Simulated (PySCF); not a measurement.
# SiCl3 (SMILES Cl[Si](Cl)Cl): UPBE0/STO-3G

What is the energy change on altering one bond length of SiCl3 at UPBE0/STO-3G? 

The results are computed with PySCF 2.14.0.

15 further runs of the same task are left out: 8 that didn't finish, 7 set aside as unsound or not needed.

## (1) Starting point

The species is SiCl3 (4 atoms), meant as a doublet with charge 0. SMILES: `Cl[Si](Cl)Cl`. The coordinates come from a PBE0-D4/def2-TZVP relaxation.

Bond lengths: Cl1–Si2 2.043 Å, Si2–Cl3 2.043 Å, Si2–Cl4 2.043 Å. Angles: Cl1–Si2–Cl3 109.4°, Cl1–Si2–Cl4 109.4°, Cl3–Si2–Cl4 109.5°.

## (2) The energy at UPBE0/STO-3G

calc.py reads:

```python
from pyscf import gto, dft

molecule = gto.Mole()
molecule.atom = '''
Cl    -2.881454    -1.117962     1.946607
Si     0.219397     0.735859     0.586949
Cl     3.202519    -1.707934     0.413850
Cl    -0.540462     2.089848    -2.947406
'''
molecule.unit = 'bohr'
molecule.verbose = 3
molecule.basis = 'sto-3g'
molecule.spin = 1
molecule.charge = 0
molecule.max_memory = 1860
molecule.build()

mf = dft.UKS(molecule, xc='pbe0')
mf.conv_tol = 1e-10
mf.grids.level = 5
mf.kernel()
if not mf.converged:
    mf = mf.newton().run(mf.mo_coeff, mf.mo_occ)

e_final = mf.e_tot
print('E = %.10f Eh' % e_final)
```

Started as:

```sh
OMP_NUM_THREADS=1 python calc.py
```

Log:

```text
converged SCF energy = -1651.28795607683  <S^2> = 0.75155194  2S+1 = 2.0015513
E = -1651.2879560768 Eh
```

Wall time 7.2 s (1 thread of Intel Xeon Platinum 8488C (Sapphire Rapids), shared host); peak memory 0.28 GiB.

## (3) The distorted shape

run.py reads:

```python
from pyscf import gto, dft

mol = gto.Mole()
mol.atom = '''
Cl    -2.787673     0.442954     1.103380
Si    -1.146773     1.423954     0.383880
Cl     1.694700    -0.903800     0.219000
Cl    -1.548873     2.140454    -1.486420
'''
mol.max_memory = 1860
mol.spin = 1
mol.verbose = 3
mol.basis = 'sto-3g'
mol.build()

myscf = dft.UKS(mol)
myscf.xc = 'pbe0'
myscf.grids.level = 5
myscf.conv_tol = 1e-10
myscf.kernel()
if not myscf.converged:
    myscf = myscf.newton().run(myscf.mo_coeff, myscf.mo_occ)

e_tot = myscf.e_tot
print(f'total energy: {e_tot:.8f} hartree')
```

Started as:

```sh
OMP_NUM_THREADS=1 python run.py
```

Log:

```text
WARN: HOMO -0.0996834494657433 >= LUMO -0.099674956857861

converged SCF energy = -1651.18136475276  <S^2> = 0.75002014  2S+1 = 2.0000201
total energy: -1651.18136475 hartree
```

Wall time 13 s (1 thread of Intel Xeon Platinum 8488C (Sapphire Rapids), shared host); peak memory 0.27 GiB.

## (4) Summary of results

Level: UPBE0/STO-3G.

| quantity | value |
| --- | --- |
| first shape: total energy | -1651.28796 Eh |
| first shape: dipole moment | 1.89 D |
| first shape: HOMO energy (highest over α and β) | -5.51 eV |
| first shape: LUMO energy (lowest over α and β) | -2.01 eV |
| first shape: ⟨S²⟩ | 0.752 |
| distorted shape: total energy | -1651.18136 Eh |
| distorted shape: dipole moment | 2.02 D |
| distorted shape: HOMO energy (highest over α and β) | -5.26 eV |
| distorted shape: LUMO energy (lowest over α and β) | -4.76 eV |
| distorted shape: ⟨S²⟩ | 0.750 |
| energy change with the Si2–Cl3 bond stretched from 2.043 to 3.677 Å | 2.900 eV |

In words: With the Si2–Cl3 bond stretched from 2.043 to 3.677 Å the energy rises by 2.90 eV (280 kJ/mol). The first shape isn't relaxed at this level, so the change isn't measured from a minimum. The minimal basis adds a large error of its own. Mulliken charges (distorted shape) run from -0.33 on Cl4 to +0.65 on Si2; they depend strongly on the basis.
